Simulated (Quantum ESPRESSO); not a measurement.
TaAs:

```
CELL_PARAMETERS angstrom
-1.72181 1.72181 5.86794
1.72181 -1.72181 5.86794
1.72181 1.72181 -5.86794
ATOMIC_POSITIONS crystal
Ta 0.49997 0.49997 0.00000
Ta 0.24997 0.74997 0.50000
As 0.08263 0.08263 0.00000
As 0.83263 0.33263 0.50000
```

The cell is a database's computed one.

Base run:

- Program: Quantum ESPRESSO 7.5
- Functional: PBEsol
- Potentials or basis: GBRV 1.5 PBEsol
- Cutoff: 762 eV
- Density cutoff: 6095 eV
- k mesh: 11 × 11 × 11
- Occupations: fermi-dirac, width 0.05 eV
- Spin: no spin polarisation

Its results: band gap on the k mesh none (metal or under the smearing width); pressure -3.2 GPa; largest force 0.021 eV/Å.

The run is repeated on the same cell with these changes: functional from PBEsol to LDA; potentials or basis from GBRV 1.5 PBEsol to GBRV 1.5 LDA. What comes out?

Band gap on the k mesh none (metal or under the smearing width); pressure -6.7 GPa; largest force 0.017 eV/Å.

Caveats: spin-orbit coupling is left out, which moves the levels of the heavy elements.
